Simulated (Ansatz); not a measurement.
Tl3S in Ansatz: the effect of target pressure

Crystal: Tl3S.

```
CELL_PARAMETERS angstrom
-2.35097 2.35097 5.14280
2.35097 -2.35097 5.14280
2.35097 2.35097 -5.14280
ATOMIC_POSITIONS crystal
Tl 0.50000 0.50000 0.00000
Tl 0.25000 0.75000 0.50000
Tl 0.75000 0.25000 0.50000
S 0.00000 0.00000 0.00000
```

The cell comes from a database or a generator and needn't be the stable form of this composition.

Alike in all runs:

| Property | Result |
| --- | --- |
| Program | Ansatz 0.2.0 |
| Task | relaxation of cell and atoms |
| Functional | PBE |
| Potentials or basis | Ansatz PAW |
| Cutoff | 420 eV (not typed: the program's choice for these potentials) |
| k mesh | 8 × 8 × 8 |
| Occupations | fermi-dirac, width 0.05 eV |
| Spin | no spin polarisation |

Each run relaxes the cell or the atoms first.

| target pressure | relaxed volume (Å³/atom) |
| --- | --- |
| 0 GPa | 28.48 |
| 2 GPa | 26.96 |
| 5 GPa | ? |
| 10 GPa | 23.51 |
| 20 GPa | 21.22 |
| 30 GPa | 19.74 |

Question: What does the run with target pressure 5 GPa give?

Answer: Relaxed volume 25.35 Å³/atom.

Worked out: In Murnaghan's law V^(-B') rises as a straight line in P. The other rows fit best with B' = 4.3, V0 = 28.45 Å³/atom and B0 = 34 GPa, which gives 25.38 Å³/atom at 5 GPa, against the run's 25.35.

Caveats: the plane-wave basis is chosen anew once the cell has moved, so the energies of steps on either side of that aren't comparable; the volume moved by over 15 % at a fixed basis, so the end points are rough (some runs).
